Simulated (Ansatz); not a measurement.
# C₆H₁₂O: ionisation energy by level of theory

One table from this session's results is given with a row withheld; the runs are named, their logs left out.

The runs use Ansatz 0.2.0, Gaussian basis; unrestricted cation, the program's frozen cores in correlated methods.

Levels to be run: UKS PBE-D4/def2-TZVPP; UKS r2SCAN-D4/def2-TZVPP; UKS PBE0-D4/def2-TZVPP; UKS B3LYP-D4/def2-TZVPP; UKS wB97X-V/def2-TZVPP; UKS wB97M-V/def2-TZVPP; UKS B2PLYP/def2-TZVPP; UHF-CCSD(T)/def2-TZVPP; UHF-MP2/def2-QZVPP; extrapolation to the limit; then −ε(HOMO) from the neutral's earlier runs with LDA (SPW92), PBE-D4, revPBE-D4, BLYP-D4, r2SCAN-D4, B97M-V, PBE0-D4, B3LYP-D4, r2SCANh-D4, r2SCAN0-D4, HSE06-D4, BHLYP-D4, CAM-B3LYP-D4, LC-ωPBE, ωB97X-V, ωB97M-V.

## The relaxed structure

The geometry comes from an earlier relaxation with PBE0-D4 in a triple-zeta def2 set; it is a stationary point, not always the lowest conformer.

SMILES `CC1(O)CCCC1`, 19 atoms, charge 0, spin multiplicity 1.

Atoms are counted from 1 here; the program's logs count them from 0.

Bond lengths: C1–C2 1.515 Å, C1–H8 1.093 Å, C1–H9 1.092 Å, C1–H10 1.095 Å, C2–O3 1.428 Å, C2–C4 1.528 Å, C2–C7 1.524 Å, O3–H11 0.961 Å, C4–C5 1.528 Å, C4–H12 1.095 Å, C4–H13 1.095 Å, C5–C6 1.545 Å, C5–H14 1.091 Å, C5–H15 1.092 Å, C6–C7 1.535 Å, C6–H16 1.092 Å, C6–H17 1.091 Å, C7–H18 1.091 Å and more. Angles: C2–C1–H8 111.2°, C2–C1–H9 110.3°, C2–C1–H10 110.8°, H8–C1–H9 108.6°, H8–C1–H10 107.7°, H9–C1–H10 108.0°, C1–C2–O3 110.2°, C1–C2–C4 114.3°, C1–C2–C7 114.3°, O3–C2–C4 109.9°, O3–C2–C7 105.5°, C4–C2–C7 102.1°, C2–O3–H11 108.0°, C2–C4–C5 104.2°, C2–C4–H12 112.1°, C2–C4–H13 108.9°, C5–C4–H12 113.5°, C5–C4–H13 110.9° and more.

Set-up of the first run:

The input, in.yaml:

```yaml
crystal:
  periodic: [false, false, false]
  atoms:
    - {symbol: C, position_ang: [0.712578, -1.487365, -1.314893]}
    - {symbol: C, position_ang: [0.373911, -0.564197, -0.162652]}
    - {symbol: O, position_ang: [1.100834, -0.947049, 1.005036]}
    - {symbol: C, position_ang: [0.604169, 0.917918, -0.455579]}
    - {symbol: C, position_ang: [-0.140832, 1.642451, 0.665149]}
    - {symbol: C, position_ang: [-1.310131, 0.707231, 1.047456]}
    - {symbol: C, position_ang: [-1.094206, -0.583984, 0.245443]}
    - {symbol: H, position_ang: [0.140524, -1.229561, -2.209236]}
    - {symbol: H, position_ang: [0.494083, -2.523399, -1.047612]}
    - {symbol: H, position_ang: [1.775526, -1.419835, -1.567804]}
    - {symbol: H, position_ang: [2.038025, -0.839295, 0.819943]}
    - {symbol: H, position_ang: [1.668556, 1.168144, -0.505086]}
    - {symbol: H, position_ang: [0.170025, 1.158044, -1.431758]}
    - {symbol: H, position_ang: [0.520731, 1.781064, 1.521774]}
    - {symbol: H, position_ang: [-0.479971, 2.633597, 0.358173]}
    - {symbol: H, position_ang: [-2.279688, 1.155090, 0.820191]}
    - {symbol: H, position_ang: [-1.299673, 0.503159, 2.118865]}
    - {symbol: H, position_ang: [-1.328447, -1.488964, 0.808829]}
    - {symbol: H, position_ang: [-1.707914, -0.587251, -0.659642]}
basis:
  gaussian: {orbitals: def2-TZVPP}
total_charge: 1
magnetization: {spin_polarized: true, initial_magnetization: 1}
hamiltonian: {xc: pbe, dispersion: d4}
```

On the command line:

```console
ansatz run in.yaml --threads 2 --pin off --events-out ev --progress --plain --max-ram 32768MiB --backend cuda --devices 0, --max-vram 18GiB
```

Steps of the session up to this table: Cation, UKS PBE-D4/def2-TZVPP; Cation, UKS r2SCAN-D4/def2-TZVPP; Cation, UKS PBE0-D4/def2-TZVPP; Cation, UKS B3LYP-D4/def2-TZVPP; Cation, UKS wB97X-V/def2-TZVPP; Cation, UKS wB97M-V/def2-TZVPP; Cation, UKS B2PLYP (frozen core)/def2-TZVPP; Cation, UHF-CCSD(T)/def2-TZVPP; Cation, UHF-MP2/def2-QZVPP.

One of the session's tables, all rows but one given; the rest of the session is left out.

It belongs to the step «Ionisation energies side by side». Orbital estimates, from the neutral's runs:

| functional | −ε(HOMO) (eV) |
| --- | --- |
| LDA (SPW92) | 6.25 |
| PBE-D4 | 6.08 |
| revPBE-D4 | 6.01 |
| BLYP-D4 | 6.01 |
| r2SCAN-D4 | 6.42 |
| B97M-V | 6.61 |
| PBE0-D4 | 7.70 |
| B3LYP-D4 | 7.47 |
| r2SCANh-D4 | 7.02 |
| r2SCAN0-D4 | 7.93 |
| HSE06-D4 | 7.29 |
| BHLYP-D4 | ? |
| CAM-B3LYP-D4 | 9.19 |
| LC-ωPBE | 10.50 |
| ωB97X-V | 10.20 |
| ωB97M-V | 10.14 |

Q: Estimate the row for BHLYP-D4 from the others.

Worked estimate for «−ε(HOMO) (eV)». Against the share of exact exchange, BLYP-D4 (0, 6.01), B3LYP-D4 (0.2, 7.47) give a slope of 7.30 per unit share; at 0.5 the line stands at 9.66.

The run gave: −ε(HOMO) (eV): 9.25. In «−ε(HOMO) (eV)» the line misses by +0.41.
